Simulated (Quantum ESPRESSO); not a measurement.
A calculation with Quantum ESPRESSO 7.5 of AlCu2 (ASE script, structure from a CIF):

File run.py:

```python
import numpy as np
from ase.calculators.espresso import Espresso, EspressoProfile
import spglib
from ase import Atoms
from ase.io import read

atoms = read('AlCu2.cif')
cell, pos, num = spglib.standardize_cell((atoms.cell[:], atoms.get_scaled_positions(), atoms.numbers), to_primitive=True, symprec=1e-4)
atoms = Atoms(numbers=num, cell=cell, scaled_positions=pos, pbc=True)

input_data = {
    'control': {'calculation': 'scf', 'prefix': 'pwscf', 'outdir': './tmp', 'tprnfor': True, 'tstress': True, 'disk_io': 'nowf'},
    'system': {'ecutwfc': 55.0, 'ecutrho': 440.0, 'nbnd': 19, 'occupations': 'smearing', 'smearing': 'fd', 'degauss': 0.00367493},
    'electrons': {'conv_thr': 6e-10, 'electron_maxstep': 120, 'mixing_beta': 0.5},
}
pseudopotentials = {'Cu': 'Cu.paw.z_11.ld1.psl.v1.0.0-low.upf', 'Al': 'Al.pbe-n-kjpaw_psl.1.0.0.UPF'}
profile = EspressoProfile(command='pw.x', pseudo_dir='pseudo')
dft = Espresso(profile=profile, input_data=input_data, pseudopotentials=pseudopotentials, kpts=(10, 10, 5), koffset=(0, 0, 0))
atoms.calc = dft

print(f'energy {atoms.get_potential_energy():.8f} eV')
print('forces (eV/A)')
print(np.round(atoms.get_forces(), 6))
print('stress (eV/A^3, Voigt)')
print(np.round(atoms.get_stress(), 8))
print(f'Fermi level {dft.get_fermi_level():.4f} eV')
```

Contents of AlCu2.cif:

```cif
data_AlCu2
_cell_length_a 2.78693210
_cell_length_b 2.78693210
_cell_length_c 6.11675783
_cell_angle_alpha 90.00000000
_cell_angle_beta 90.00000000
_cell_angle_gamma 90.00000000
_space_group_name_H-M_alt 'P4/mmm'
_space_group_name_Hall '-P 4 2'
_space_group_IT_number 123
loop_
_space_group_symop_operation_xyz
'x,y,z'
'-x,-y,-z'
'-y,x,z'
'y,-x,-z'
'-x,-y,z'
'x,y,-z'
'y,-x,z'
'-y,x,-z'
'x,-y,-z'
'-x,y,z'
'-y,-x,-z'
'y,x,z'
'-x,y,-z'
'x,-y,z'
'y,x,-z'
'-y,-x,z'
loop_
_atom_site_label
_atom_site_type_symbol
_atom_site_symmetry_multiplicity
_atom_site_Wyckoff_symbol
_atom_site_fract_x
_atom_site_fract_y
_atom_site_fract_z
_atom_site_occupancy
Al1 Al 1 b 0.0000000000 0.0000000000 0.5000000000 1
Cu1 Cu 2 g 0.0000000000 0.0000000000 0.8091535500 1
```

Potentials or basis: SSSP 1.3 efficiency PBE.

Run with:

```console
$ OMP_NUM_THREADS=1 python run.py
```

The cell was built by a generator and needn't be a form met in nature.

Write the same calculation in another form: native input, structure typed inline.

As run:

Contents of pw.in:

```
&CONTROL
  calculation = 'scf'
  prefix = 'pwscf'
  outdir = './tmp'
  pseudo_dir = './pseudo'
  tprnfor = .true.
  tstress = .true.
  disk_io = 'low'
/
&SYSTEM
  ibrav = 0
  nat = 3
  ntyp = 2
  ecutwfc = 55
  ecutrho = 440
  nbnd = 19
  occupations = 'smearing'
  smearing = 'fd'
  degauss = 0.00367493
/
&ELECTRONS
  conv_thr = 6d-10
  electron_maxstep = 120
  mixing_beta = 0.5
/
ATOMIC_SPECIES
Al    26.9815 Al.pbe-n-kjpaw_psl.1.0.0.UPF
Cu    63.5460 Cu.paw.z_11.ld1.psl.v1.0.0-low.upf
CELL_PARAMETERS angstrom
   2.7869321000    0.0000000000    0.0000000000
   0.0000000000    2.7869321000    0.0000000000
   0.0000000000    0.0000000000    6.1167578300
ATOMIC_POSITIONS crystal
Al     0.0000000000    0.0000000000    0.5000000000
Cu     0.0000000000    0.0000000000    0.8091535500
Cu     0.0000000000    0.0000000000    0.1908464500
K_POINTS automatic
10 10 5 0 0 0
```

The input pp_density.in:

```
&INPUTPP
  prefix = 'pwscf'
  outdir = './tmp'
  filplot = 'density.dat'
  plot_num = 0
/
&PLOT
  nfile = 1
  filepp(1) = 'density.dat'
  iflag = 3
  output_format = 6
  fileout = 'density.cube'
/
```

File pp_potential.in:

```
&INPUTPP
  prefix = 'pwscf'
  outdir = './tmp'
  filplot = 'potential.dat'
  plot_num = 11
/
&PLOT
  nfile = 1
  filepp(1) = 'potential.dat'
  iflag = 3
  output_format = 6
  fileout = 'potential.cube'
/
```

Potentials or basis: SSSP 1.3 efficiency PBE.

Run with:

```console
$ OMP_NUM_THREADS=1 pw.x -in pw.in > pw.out
$ OMP_NUM_THREADS=1 pp.x -in pp_density.in > pp_density.out
$ OMP_NUM_THREADS=1 pp.x -in pp_potential.in > pp_potential.out
```

Both were run:

|  | ASE script, structure from a CIF | native input, structure typed inline |
| --- | --- | --- |
| Pressure | 24.5 GPa | 24.5 GPa |
| Largest force | 5.950 eV/Å | 5.950 eV/Å |
| Band gap on the k mesh | none (metal or under the smearing width) | none (metal or under the smearing width) |

Keys that steer only the numerical path or the files written may differ.

Caveat: so large a pressure means that the cell lies far from this level's equilibrium, or that cutoff or potentials fall short; forces of over 1 eV/Å show positions far from the minimum, so gaps and moduli don't describe the material at rest.
